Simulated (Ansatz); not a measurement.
# PBE0/def2-SVPD run of SiHCl2F (SMILES F[SiH](Cl)Cl)

What is the electronic atomisation energy of SiHCl2F at PBE0/def2-SVPD? 

Program for the calculation: Ansatz 0.2.0.

62 further runs of the same task are left out: 62 set aside as unsound or not needed.

## 1. Starting point

SiHCl2F has 5 atoms, charge 0, and is taken as a singlet. SMILES: `F[SiH](Cl)Cl`. Geometry: relaxed at PBE0-D4/def2-TZVP.

Bond lengths: F1–Si2 1.581 Å, Si2–Cl3 2.024 Å, Si2–Cl4 2.024 Å, Si2–H5 1.467 Å. Angles: F1–Si2–Cl3 108.4°, F1–Si2–Cl4 108.4°, Cl3–Si2–Cl4 110.2°, F1–Si2–H5 109.1°, Cl3–Si2–H5 110.4°, Cl4–Si2–H5 110.4°.

## 2. The energy at PBE0/def2-SVPD

molecule.yaml reads:

```yaml
crystal:
  periodic: [false, false, false]
  atoms:
    - symbol: F
      position_ang: [0.035500, -0.682700, 1.466900]
    - symbol: Si
      position_ang: [0.115700, -0.048400, 0.020800]
    - symbol: Cl
      position_ang: [-0.511900, 1.872300, 0.131500]
    - symbol: Cl
      position_ang: [-1.092800, -1.108700, -1.208300]
    - symbol: H
      position_ang: [1.503300, -0.106100, -0.452400]
basis:
  gaussian:
    orbitals: def2-SVPD
accuracy: high
hamiltonian:
  xc: {name: PBE0}
output:
  orbitals: {seedname: orbitals}
```

Launch:

```console
$ ansatz run molecule.yaml --threads 1 --pin off --max-ram 3480MiB --events-out events.jsonl --progress --plain --runs-dir runs
```

Log:

```text
Warning: RAYON_NUM_THREADS=1 ignored (pool sized by the plan → 1); use --threads N
Functional definition: PBE0
  name "PBE0"
  parameter a = 0.25
  parameter kappa = 0.804
  parameter beta = 0.06672455060314922
  exchange = (1 - a)*pbe_x(kappa = kappa, mu = beta*pi^2/3) + a*exact_x
  correlation = pbe_c(beta = beta)
2049 factors; integrals over basis functions are off by at most 3.2e-9 eV
mean field evaluation 1: about -35632.6512 eV, gradient 3.2e1 eV
mean field evaluation 2: about -35630.6435 eV, gradient 4.9e1 eV
mean field evaluation 4: about -35634.2622 eV, gradient 9.7e-1 eV
mean field evaluation 8: about -35634.3971 eV, gradient 9.1e-2 eV
mean field evaluation 16: about -35634.3971 eV, gradient 1.6e-5 eV
mean field -35634.39711004 eV, -1309.5399399321 hartree, gradient 3.8e-8 eV, S^2 0.000000; 0 other end points of the search recorded, 0 dependent functions left out
reference -35634.39711285 eV, -1309.5399400352 hartree; 29, 29 occupied and 80, 80 virtual orbitals, 2049 factors
Total energy: -35634.39711285 eV, -1309.5399400352 hartree
```

It took 3.6 s on 1 thread of AMD EPYC 9R45 (Zen 5), shared host; peak memory 0.4 GiB.

## 3. The Cl atom

molecule.yaml reads:

```yaml
crystal:
  periodic: [false, false, false]
  atoms:
    - symbol: Cl
      position_ang: [0.000000, 0.000000, 0.000000]
basis:
  gaussian:
    orbitals: def2-SVPD
magnetization:
  spin_polarized: true
  initial_magnetization: 1
hamiltonian:
  xc: pbe0
accuracy: high
```

Run the same way, it converges to -459.84649 Eh (log not shown).

## 4. The F atom at the same level

input.yaml reads:

```yaml
basis:
  gaussian:
    orbitals: def2-SVPD
crystal:
  periodic: [false, false, false]
  atoms:
    - symbol: F
      position_ang: [0.000000, 0.000000, 0.000000]
magnetization:
  spin_polarized: true
  initial_magnetization: 1
hamiltonian:
  xc: pbe0
accuracy: high
```

Launch:

```console
$ ansatz run input.yaml --threads 1 --pin off --max-ram 3480MiB --events-out events.jsonl --progress --plain --runs-dir runs
```

Log, shortened:

```text
Warning: RAYON_NUM_THREADS=1 ignored (pool sized by the plan → 1); use --threads N
[... 7 set-up lines as earlier in the session ...]
194 factors; integrals over basis functions are off by at most 1.8e-9 eV
mean field evaluation 1: about -2709.0846 eV, gradient 4.7e0 eV
mean field evaluation 2: about -2709.1431 eV, gradient 1.9e0 eV
mean field evaluation 4: about -2709.1541 eV, gradient 2.7e-2 eV
mean field evaluation 8: about -2709.1542 eV, gradient 3.1e-4 eV
mean field -2709.15418534 eV, -99.5595799804 hartree, gradient 8.7e-9 eV, S^2 0.751618; 0 other end points of the search recorded, 0 dependent functions left out
reference -2709.15418714 eV, -99.5595800468 hartree; 5, 4 occupied and 18, 19 virtual orbitals, 194 factors
Total energy: -2709.15418714 eV, -99.5595800468 hartree
```

It took 0.14 s on 1 thread of AMD EPYC 9R45 (Zen 5), shared host.

## 5. The H atom, same level

Changes to molecule.yaml since step 3:

```diff
@@ -3,3 +3,3 @@
   atoms:
-    - symbol: Cl
+    - symbol: H
       position_ang: [0.000000, 0.000000, 0.000000]
```

Launch:

```console
$ ansatz run molecule.yaml --threads 1 --pin off --max-ram 3480MiB --events-out events.jsonl --progress --plain --runs-dir runs
```

Log, shortened:

```text
Warning: RAYON_NUM_THREADS=1 ignored (pool sized by the plan → 1); use --threads N
[... 7 set-up lines as earlier in the session ...]
33 factors; integrals over basis functions are off by at most 4.9e-10 eV
mean field evaluation 1: about -13.6122 eV, gradient 3.3e-1 eV
mean field evaluation 2: about -13.6136 eV, gradient 2.0e-2 eV
mean field evaluation 4: about -13.6136 eV, gradient 2.2e-5 eV
mean field evaluation 8: about -13.6136 eV, gradient 1.1e-8 eV
mean field -13.61360498 eV, -0.5002907553 hartree, gradient 1.1e-8 eV, S^2 0.750000; 0 other end points of the search recorded, 0 dependent functions left out
reference -13.61360633 eV, -0.5002908051 hartree; 1, 0 occupied and 7, 8 virtual orbitals, 33 factors
Total energy: -13.61360633 eV, -0.5002908051 hartree
```

Wall time 0.06 s (1 thread of AMD EPYC 9R45 (Zen 5), shared host).

## 6. The Si atom at the same level

input.yaml reads:

```yaml
crystal:
  periodic: [false, false, false]
  atoms:
    - symbol: Si
      position_ang: [0.000000, 0.000000, 0.000000]
basis:
  gaussian:
    orbitals: def2-SVPD
accuracy: high
hamiltonian:
  xc: pbe0
magnetization:
  spin_polarized: true
  initial_magnetization: 2
```

Run the same way, it converges to -289.15276 Eh (log not shown).

## 7. Outcome

Level: PBE0/def2-SVPD.

```
                     quantity           value
       molecule: total energy  -1309.53994 Eh
        molecule: HOMO energy        -9.77 eV
        molecule: LUMO energy        -0.07 eV
      molecule: HOMO–LUMO gap         9.71 eV
        Cl atom: total energy   -459.84649 Eh
                Cl atom: ⟨S²⟩           0.753
         F atom: total energy    -99.55958 Eh
                 F atom: ⟨S²⟩           0.752
         H atom: total energy     -0.50029 Eh
                 H atom: ⟨S²⟩           0.750
        Si atom: total energy   -289.15276 Eh
                Si atom: ⟨S²⟩           2.005
electronic atomisation energy       17.261 eV
```

In words: Taking the molecule apart into free atoms costs 17.26 eV (398 kcal/mol), before zero-point energy and without spin-orbit coupling.
